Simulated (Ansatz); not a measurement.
# F₂H₄SSi₂: one species, many methods

How much do the methods differ for F₂H₄SSi₂? The plan is to run it at one geometry with functionals of several rungs and with coupled cluster. The yardstick is the atomisation energy at the CCSD(T) limit.

The runs use Ansatz 0.2.0, Gaussian basis; functionals in def2-TZVPP, the program's frozen cores in correlated methods.

Levels to be run: PBE-D4, r2SCAN-D4, PBE0-D4, B3LYP-D4, ωB97X-V, ωB97M-V, B2PLYP; CCSD(T)/def2-TZVPP; MP2/def2-QZVPP; extrapolation to the limit.

### 1 Structure used throughout

An earlier PBE0-D4 in a triple-zeta def2 set relaxation fixed the geometry.

SMILES `F[SiH2]S[SiH2]F`, 9 atoms, charge 0, spin multiplicity 1.

Atoms are counted from 1 here; the program's logs count them from 0.

Bond lengths: F1–Si2 1.595 Å, Si2–S3 2.124 Å, Si2–H6 1.479 Å, Si2–H7 1.477 Å, S3–Si4 2.124 Å, Si4–F5 1.595 Å, Si4–H8 1.477 Å, Si4–H9 1.479 Å. Angles: F1–Si2–S3 110.6°, F1–Si2–H6 107.3°, F1–Si2–H7 108.0°, S3–Si2–H6 110.6°, S3–Si2–H7 107.2°, H6–Si2–H7 113.1°, Si2–S3–Si4 97.9°, S3–Si4–F5 110.6°, S3–Si4–H8 107.2°, S3–Si4–H9 110.6°, F5–Si4–H8 108.0°, F5–Si4–H9 107.3°, H8–Si4–H9 113.1°.

### 2 PBE-D4 (GGA)

in.yaml reads:

```yaml
crystal:
  periodic: [false, false, false]
  atoms:
    - {symbol: F, position_ang: [-1.809427, -0.798995, 1.528556]}
    - {symbol: Si, position_ang: [-1.148910, 0.553124, 0.998498]}
    - {symbol: S, position_ang: [-0.842684, 0.462926, -1.101002]}
    - {symbol: Si, position_ang: [1.049479, -0.500986, -1.078723]}
    - {symbol: F, position_ang: [2.223019, 0.568587, -0.922905]}
    - {symbol: H, position_ang: [0.139173, 0.719195, 1.706190]}
    - {symbol: H, position_ang: [-2.098208, 1.655368, 1.255061]}
    - {symbol: H, position_ang: [1.214154, -1.171437, -2.384604]}
    - {symbol: H, position_ang: [1.147405, -1.430182, 0.067827]}
basis:
  gaussian: {orbitals: def2-TZVPP}
hamiltonian: {xc: pbe, dispersion: d4}
output: {forces: true, orbitals: {seedname: orbitals}}
```

On the command line:

```bash
ansatz run in.yaml --threads 4 --pin off --events-out ev --progress --plain --max-ram 10444MiB
```

The runs that follow: r2SCAN-D4 (meta-GGA); PBE0-D4 (hybrid); B3LYP-D4 (hybrid); ωB97X-V (range-separated); ωB97M-V (range-separated); B2PLYP (double hybrid); CCSD(T) in def2-TZVPP; MP2 in def2-QZVPP.

**Question.** What will the summary of the whole plan be? Wanted: atomisation energy, CCSD(T)/CBS; farthest; mean size of error, hybrid; mean size of error, range-separated; gap, smallest and largest; T1 diagnostic; triples share of the correlation energy.

As calculated:

| quantity | value |
| --- | --- |
| atomisation energy, CCSD(T)/CBS | 754.0 kcal/mol |
| functionals within 3.8 kcal/mol (0.5 %) | r2SCAN-D4, ωB97X-V, ωB97M-V |
| farthest | B2PLYP (-15.8 kcal/mol) |
| mean size of error, hybrid | 13.1 kcal/mol |
| mean size of error, range-separated | 1.5 kcal/mol |
| gap, smallest and largest | 5.94 eV (PBE-D4), 12.45 eV (ωB97X-V) |
| T1 diagnostic | 0.0120 |
| triples share of the correlation energy | 3.3 % |

What this shows: PBE-D4 misses by -5.5 kcal/mol. Double hybrids carry the basis error of their MP2 part in triple zeta, and no dispersion term here, so their miss is partly the set-up's. The reference freezes the cores and leaves out relativity and excitations past (T), so misses under about 3.8 kcal/mol can't be ranked. Hartree-Fock recovers 75 % of the binding; the rest is correlation. Orbital gaps span 5.9 to 12.4 eV; exact exchange widens them.
